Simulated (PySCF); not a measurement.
# C2H5AlClN: electronic excitations and core binding energies

What electronic excitations and core binding energies should C2H5AlClN (`C#[N+][Al@@H-]([CH3])[Cl]`) show?

The runs use PySCF 2.14.0, with density-fitted response routines of our own; the level of theory stands in each step. All values are computed, except where a source is named. Atoms count from 0, in the outputs and in this text.

**1. The starting structure**

10 atoms, charge 0, multiplicity 1; geometry from: GFN2-xTB.

Bonds of the start (Å): C0–N1 1.14, N1–Al2 2.05, Al2–C3 1.99, Al2–Cl4 2.05, C0–H5 1.06, Al2–H6 1.55, C3–H7 1.10, C3–H8 1.10, C3–H9 1.09.

**2. TDDFT and polarisability: PBE0/def2-SVPD**

Job settings and geometry (Å):

```
{"job": {"kind": "uv", "xc": "PBE0", "basis": "def2-SVPD", "nstates": 8, "ntriplets": 3}, "charge": 0, "multiplicity": 1}
C      2.426031     0.940843    -0.212713
N      1.368353     0.544378    -0.056110
Al    -0.080905    -0.526315     0.918897
C     -1.784645    -0.099697    -0.017339
Cl     0.800636    -2.368604     0.748262
H      3.404974     1.316193    -0.363627
H      0.320718     0.218983     2.221522
H     -1.648611     0.226268    -1.054999
H     -2.470479    -0.954217    -0.061835
H     -2.327188     0.706824     0.484177
```

Level: TDDFT PBE0/def2-SVPD, vertical, gas phase, core orbitals frozen in the response.

On the command line:

```bash
$ OMP_NUM_THREADS=1 python probes_run.py task.json out
```

This one command runs all jobs of the session in turn.

**Question.** This job is followed by: delta-SCF UKS SCAN, pcX-2 on the ionised atom, pcseg-1 elsewhere, spin-free X2C. What will the session give for the following? lowest singlet (PBE0/def2-SVPD); brightest single state of those computed; lowest triplet; Al1s binding energies, SCAN/pcX-2; Al2p binding energies, SCAN/pcX-2; C1s binding energies, SCAN/pcX-2 (standing for 1 of 2 atoms); Cl1s binding energies, SCAN/pcX-2; Cl2p binding energies, SCAN/pcX-2.

**Answer**, as computed:

| quantity | value |
| --- | --- |
| lowest singlet (PBE0/def2-SVPD) | 4.51 eV (275 nm), f = 0.005 |
| brightest single state of those computed | state 8, 6.37 eV, f = 0.051 |
| lowest triplet | 4.38 eV |
| Al1s binding energies, SCAN/pcX-2 | Al2 1566.24 eV |
| Al2p binding energies, SCAN/pcX-2 | Al2 79.81 eV |
| C1s binding energies, SCAN/pcX-2 (standing for 1 of 2 atoms) | C3 289.15 eV |
| Cl1s binding energies, SCAN/pcX-2 | Cl4 2827.44 eV |
| Cl2p binding energies, SCAN/pcX-2 | Cl4 205.41 eV |

What this shows: The first singlet state (HOMO→LUMO 0.85, HOMO→LUMO+1 0.14) lies at 4.51 eV and is weak; of the 8 states computed, the strongest absorption comes from state 8 at 6.37 eV (the last computed, so partners may be missing). The lowest triplet lies 0.13 eV below the lowest singlet (triplets in Tamm-Dancoff, singlets in full TDDFT).
